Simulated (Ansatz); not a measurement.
# CF3GeN: up Jacob's ladder to CCSD(T)

One table from this session's results is given with a row withheld; the runs are named, their logs left out.

Method: functionals in def2-TZVPP, the program's frozen cores in correlated methods; program: Ansatz 0.2.0, Gaussian basis.

The runs, in order: LDA (SPW92), PBE-D4, revPBE-D4, BLYP-D4, r2SCAN-D4, B97M-V, PBE0-D4, B3LYP-D4, r2SCANh-D4, r2SCAN0-D4, HSE06-D4, BHLYP-D4, CAM-B3LYP-D4, LC-ωPBE, ωB97X-V, ωB97M-V, B2PLYP, PBE-QIDH; CCSD(T)/def2-SVP; CCSD(T)/def2-TZVPP; MP2/def2-QZVPP; extrapolation to the limit; RPA on PBE.

## The relaxed structure

An earlier PBE0-D4 in a triple-zeta def2 set relaxation fixed the geometry.

SMILES `N#[C][Ge]([F])([F])[F]`, 6 atoms, charge 0, spin multiplicity 1.

Atoms are counted from 1 here; the program's logs count them from 0.

Bond lengths: N1–C2 1.150 Å, C2–Ge3 1.891 Å, Ge3–F4 1.695 Å, Ge3–F5 1.695 Å, Ge3–F6 1.695 Å. Angles: N1–C2–Ge3 180.0°, C2–Ge3–F4 110.4°, C2–Ge3–F5 110.4°, C2–Ge3–F6 110.4°, F4–Ge3–F5 108.5°, F4–Ge3–F6 108.5°, F5–Ge3–F6 108.5°.

Set-up of the first run:

Contents of in.yaml:

```yaml
crystal:
  periodic: [false, false, false]
  atoms:
    - {symbol: N, position_ang: [2.193470, -0.758660, 0.984262]}
    - {symbol: C, position_ang: [1.194033, -0.416713, 0.530831]}
    - {symbol: Ge, position_ang: [-0.450240, 0.145766, -0.215143]}
    - {symbol: F, position_ang: [-1.471954, -1.183167, -0.466178]}
    - {symbol: F, position_ang: [-0.193032, 0.914385, -1.703784]}
    - {symbol: F, position_ang: [-1.230278, 1.234388, 0.823812]}
basis:
  gaussian: {orbitals: def2-TZVPP}
hamiltonian: {xc: lda}
output: {orbitals: {seedname: orbitals}}
```

Launch:

```sh
$ ansatz run in.yaml --threads 4 --pin off --events-out ev --progress --plain --max-ram 10444MiB
```

Among the steps run: LDA; PBE-D4 (GGA); revPBE-D4 (GGA); BLYP-D4 (GGA); r2SCAN-D4 (meta-GGA); B97M-V (meta-GGA); B3LYP-D4 (hybrid); r2SCANh-D4 (hybrid); r2SCAN0-D4 (hybrid); HSE06-D4 (hybrid); BHLYP-D4 (hybrid); CAM-B3LYP-D4 (range-separated); LC-ωPBE (range-separated); ωB97X-V (range-separated); ωB97M-V (range-separated); B2PLYP (double hybrid); PBE-QIDH (double hybrid).

One of the session's tables, all rows but one given; the rest of the session is left out.

It belongs to the step «Orbital energies across the functionals». 

```
  functional  HOMO (eV)  LUMO (eV)  gap (eV)
 LDA (SPW92)      -9.82      -3.01      6.81
      PBE-D4      -9.66      -2.67      6.99
   revPBE-D4      -9.59      -2.55      7.04
     BLYP-D4      -9.58      -2.55      7.03
   r2SCAN-D4     -10.17      -2.51      7.66
      B97M-V     -10.14      -2.41      7.73
     PBE0-D4     -11.32      -1.70      9.62
    B3LYP-D4     -11.03      -1.95      9.08
  r2SCANh-D4     -10.74      -2.15      8.60
  r2SCAN0-D4          ?          ?         ?
    HSE06-D4     -10.90      -2.08      8.82
    BHLYP-D4     -12.58      -0.66     11.92
CAM-B3LYP-D4     -12.78      -0.57     12.21
     LC-ωPBE     -14.29       0.71     15.00
     ωB97X-V     -13.80       0.61     14.41
     ωB97M-V     -13.67       0.51     14.18
```

Estimate the missing values for r2SCAN0-D4.

Worked estimate for «HOMO (eV)». Against the share of exact exchange, r2SCAN-D4 (0, -10.17), r2SCANh-D4 (0.1, -10.74) give a slope of -5.70 per unit share; at 0.25 the line stands at -11.59.

**Answer.** HOMO (eV): -11.55; LUMO (eV): -1.61; gap (eV): 9.94. In «HOMO (eV)» the line misses by -0.04.
